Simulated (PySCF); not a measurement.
# CH10B2SSi (SMILES B[SiH2][S+]([BH3-])C): levels of theory compared

Wanted: a comparison of 4 runs (HF/def2-SVP, B3LYP/6-31G*, PBE0/def2-SVP, CCSD(T)/6-31G*) of CH10B2SSi. The job is set up through a Python script.

Program for the calculation: PySCF 2.14.0.

**1. The system as given**

CH10B2SSi: 15 atoms, total charge 0, spin state singlet. As SMILES, `B[SiH2][S+]([BH3-])C`. The coordinates come from a GFN2-xTB relaxation. This is one conformer, not always the lowest.

Bond lengths: B1–Si2 1.969 Å, Si2–S3 2.294 Å, S3–B4 1.930 Å, S3–C5 1.820 Å, B1–H6 1.189 Å, B1–H7 1.185 Å, Si2–H8 1.471 Å, Si2–H9 1.476 Å, B4–H10 1.178 Å, B1–H11 1.356 Å, B4–H11 1.297 Å, B4–H12 1.177 Å, C5–H13 1.086 Å, C5–H14 1.085 Å, C5–H15 1.085 Å. Some angles: B1–Si2–S3 94.0°, Si2–S3–B4 90.1°, Si2–S3–C5 97.8°, B4–S3–C5 100.5°, B1–H11–B4 145.4°, B1–Si2–H8 127.2°, B1–Si2–H9 128.5°, S3–Si2–H8 96.1°, S3–Si2–H9 96.5°, Si2–B1–H6 115.7°.

**2. Energy and forces at HF/def2-SVP (run 1)**

input.py reads:

```python
from pyscf import gto, scf

mol = gto.M(
    atom=[
    ('B', (-1.431440, -1.091910, -0.075000)),
    ('Si', (-0.466190, -0.523080, 1.543950)),
    ('S', (1.341770, 0.277280, 0.381390)),
    ('B', (0.851430, -0.811870, -1.134570)),
    ('C', (0.626390, 1.875930, -0.115270)),
    ('H', (-2.184980, -0.294490, -0.533150)),
    ('H', (-1.850050, -2.199770, -0.108210)),
    ('H', (0.303910, -1.373440, 2.464560)),
    ('H', (-0.683980, 0.682930, 2.366250)),
    ('H', (0.943770, -0.184050, -2.127570)),
    ('H', (-0.402000, -1.093430, -0.956930)),
    ('H', (1.455350, -1.820670, -1.076380)),
    ('H', (-0.382290, 1.731630, -0.489590)),
    ('H', (1.256980, 2.296990, -0.892030)),
    ('H', (0.621320, 2.527960, 0.752560)),
],
    max_memory=1860,
    basis='def2-svp',
    verbose=4,
)

mf = scf.RHF(mol)
mf.conv_tol = 1e-10
mf.kernel()
if not mf.converged:
    mf = mf.newton().run(mf.mo_coeff, mf.mo_occ)

energy = mf.e_tot
print('E(%s) = %.9f' % ('HF', energy))
grad = mf.nuc_grad_method().kernel()
mf.analyze()
```

Launch:

```bash
$ OMP_NUM_THREADS=1 python input.py
```

What it wrote:

```text
PySCF version 2.14.0

[... 105 lines left out ...]
MO #13  energy= -4.25444223716249  occ= 2
[... 22 lines left out ...]
MO #36  energy= 0.234006759416165  occ= 0
[... 22 lines left out ...]
MO #59  energy= 0.726096035887634  occ= 0
[... 22 lines left out ...]
MO #82  energy= 1.28101754862601   occ= 0
[... 22 lines left out ...]
MO #105 energy= 2.06694854415609   occ= 0
[... 22 lines left out ...]
MO #128 energy= 3.25701271187619   occ= 0
[... 146 lines left out ...]
Dipole moment(X, Y, Z, Debye):  0.22381,  2.58061,  1.59172
```

Wall time 55 s (1 thread of Intel Xeon at 2.50GHz (Skylake/Cascade Lake), shared host); peak memory 0.37 GiB.

**3. Energy and forces at B3LYP/6-31G(d) (spherical functions) (run 2)**

calc.py reads:

```python
import pyscf.grad
from pyscf import gto, dft

molecule = gto.M(
    atom='''
B   -1.431440  -1.091910  -0.075000
Si  -0.466190  -0.523080   1.543950
S    1.341770   0.277280   0.381390
B    0.851430  -0.811870  -1.134570
C    0.626390   1.875930  -0.115270
H   -2.184980  -0.294490  -0.533150
H   -1.850050  -2.199770  -0.108210
H    0.303910  -1.373440   2.464560
H   -0.683980   0.682930   2.366250
H    0.943770  -0.184050  -2.127570
H   -0.402000  -1.093430  -0.956930
H    1.455350  -1.820670  -1.076380
H   -0.382290   1.731630  -0.489590
H    1.256980   2.296990  -0.892030
H    0.621320   2.527960   0.752560
''',
    max_memory=1860,
    charge=0,
    verbose=3,
    spin=0,
    basis='6-31g*',
)

myscf = dft.RKS(molecule)
myscf.xc = 'b3lyp'
myscf.grids.level = 5
myscf.conv_tol = 1e-10
myscf.kernel()
if not myscf.converged:
    myscf = myscf.newton().run(myscf.mo_coeff, myscf.mo_occ)

e_final = myscf.e_tot
print(f'total energy: {e_final:.8f} hartree')
grad = myscf.Gradients().kernel()
myscf.analyze()
```

Launch:

```bash
$ OMP_NUM_THREADS=1 python calc.py
```

What it wrote:

```text
converged SCF energy = -781.489029958803
[... 22 lines left out ...]
MO #13  energy= -3.64725169456481  occ= 2
[... 16 lines left out ...]
MO #30  energy= 0.0129612083936599 occ= 0
[... 16 lines left out ...]
MO #47  energy= 0.339455544350818  occ= 0
[... 16 lines left out ...]
MO #64  energy= 0.756903891246092  occ= 0
[... 16 lines left out ...]
MO #81  energy= 1.16211535280128   occ= 0
[... 16 lines left out ...]
MO #98  energy= 2.2311803074288    occ= 0
[... 16 lines left out ...]
Dipole moment(X, Y, Z, Debye):  0.31774,  2.49712,  1.34350
```

Run time: 1.9 min. Hardware: 1 thread of Intel Xeon at 2.50GHz (Skylake/Cascade Lake), shared host; peak memory 1 GiB.

**4. Energy and gradient at PBE0/def2-SVP (run 3)**

job.py reads:

```python
from pyscf import gto, dft

mol = gto.M(
    atom='''
B   -1.431440  -1.091910  -0.075000
Si  -0.466190  -0.523080   1.543950
S    1.341770   0.277280   0.381390
B    0.851430  -0.811870  -1.134570
C    0.626390   1.875930  -0.115270
H   -2.184980  -0.294490  -0.533150
H   -1.850050  -2.199770  -0.108210
H    0.303910  -1.373440   2.464560
H   -0.683980   0.682930   2.366250
H    0.943770  -0.184050  -2.127570
H   -0.402000  -1.093430  -0.956930
H    1.455350  -1.820670  -1.076380
H   -0.382290   1.731630  -0.489590
H    1.256980   2.296990  -0.892030
H    0.621320   2.527960   0.752560
''',
    verbose=3,
    max_memory=1860,
    basis='def2-svp',
    spin=0,
)

calc0 = dft.RKS(mol, xc='pbe0')
calc0.grids.level = 5
calc0.conv_tol = 1e-10
calc0.kernel()
if not calc0.converged:
    calc0 = calc0.newton().run(calc0.mo_coeff, calc0.mo_occ)

etot = calc0.e_tot
print('E = %.10f Eh' % etot)
grad = calc0.nuc_grad_method().kernel()
dip = calc0.dip_moment()
pop, q = calc0.mulliken_pop()
```

Launch:

```bash
$ OMP_NUM_THREADS=1 python job.py
```

What it wrote:

```text
converged SCF energy = -780.807706962184
[... 9 lines left out ...]
Dipole moment(X, Y, Z, Debye):  0.42830,  2.55600,  1.32362
[... 144 lines left out ...]
charge of   14H =      0.09823
```

Wall time 2.1 min (1 thread of Intel Xeon at 2.50GHz (Skylake/Cascade Lake), shared host); peak memory 1.4 GiB.

**5. The energy at CCSD(T)/6-31G(d) (spherical functions) (run 4)**

job.py reads:

```python
# B[SiH2][S+]([BH3-])C
from pyscf import gto, scf, cc

molecule = gto.M(
    atom='''
B     -1.431440    -1.091910    -0.075000
Si    -0.466190    -0.523080     1.543950
S      1.341770     0.277280     0.381390
B      0.851430    -0.811870    -1.134570
C      0.626390     1.875930    -0.115270
H     -2.184980    -0.294490    -0.533150
H     -1.850050    -2.199770    -0.108210
H      0.303910    -1.373440     2.464560
H     -0.683980     0.682930     2.366250
H      0.943770    -0.184050    -2.127570
H     -0.402000    -1.093430    -0.956930
H      1.455350    -1.820670    -1.076380
H     -0.382290     1.731630    -0.489590
H      1.256980     2.296990    -0.892030
H      0.621320     2.527960     0.752560
''',
    max_memory=1860,
    spin=0,
    charge=0,
    basis='6-31g*',
    verbose=4,
)

myscf = scf.RHF(molecule)
myscf.conv_tol = 1e-10
myscf.kernel()
if not myscf.converged:
    myscf = myscf.newton().run(myscf.mo_coeff, myscf.mo_occ)

mycc = cc.CCSD(myscf, frozen=13)
mycc.kernel()
e_t = mycc.ccsd_t()
energy = mycc.e_tot + e_t
print('E = %.10f Eh' % energy)
myscf.analyze()
```

Launch:

```bash
$ OMP_NUM_THREADS=1 python job.py
```

What it wrote:

```text
PySCF version 2.14.0

[... 111 lines left out ...]
MO #3   energy= -11.2763901792902  occ= 2
[... 18 lines left out ...]
MO #22  energy= -0.510424381134938 occ= 2
[... 18 lines left out ...]
MO #41  energy= 0.345055738004604  occ= 0
[... 18 lines left out ...]
MO #60  energy= 0.858473135756024  occ= 0
[... 18 lines left out ...]
MO #79  energy= 1.2950786705243    occ= 0
[... 18 lines left out ...]
MO #98  energy= 2.56594053144432   occ= 0
[... 116 lines left out ...]
Dipole moment(X, Y, Z, Debye):  0.10376,  2.51213,  1.71962
```

Run time: 63 s. Hardware: 1 thread of Intel Xeon at 2.50GHz (Skylake/Cascade Lake), shared host; peak memory 0.57 GiB.

**6. The series**

```csv
run,level,integration grid,task,energy (Eh),dipole moment (D) of the reference,HOMO energy (eV),LUMO energy (eV),wall time
1,HF/def2-SVP,–,gradient,-779.192098,3.04,-10.83,2.14,55 s
2,B3LYP/6-31G* (spherical functions),5,gradient,-781.489030,2.85,-7.69,-1.48,1.9 min
3,PBE0/def2-SVP,5,gradient,-780.807707,2.91,-8.02,-1.38,2.1 min
4,CCSD(T)/6-31G* (spherical functions),–,energy,-780.039054,3.05,-10.78,1.97,63 s
```

**7. Results**

| quantity | value |
| --- | --- |
| run 4: total energy | -780.03905 Eh |
| run 4: dipole moment (Hartree–Fock density) | 3.05 D |
| run 4: HOMO energy (Hartree–Fock orbitals) | -10.78 eV |
| run 4: LUMO energy (Hartree–Fock orbitals) | 1.97 eV |
| run 4: HOMO–LUMO gap (Hartree–Fock orbitals) | 12.75 eV |
| run 4: correlation energy (13 core orbitals frozen) | -605.6 mEh |
| run 4: (T) correction | -19.17 mEh |
| run 4: T1 diagnostic | 0.012 |

Over runs 1, 2, 3 the dipole moment (its size) runs from 2.85 D (B3LYP/6-31G*) to 3.04 D (HF/def2-SVP). The two ends differ in method and basis. Over runs 1, 2, 3 the HOMO–LUMO gap runs from 6.21 eV (B3LYP/6-31G*) to 12.97 eV (HF/def2-SVP). Totals of different functionals can't be ranked against each other. All runs together took 6 min, the longest 2.1 min.
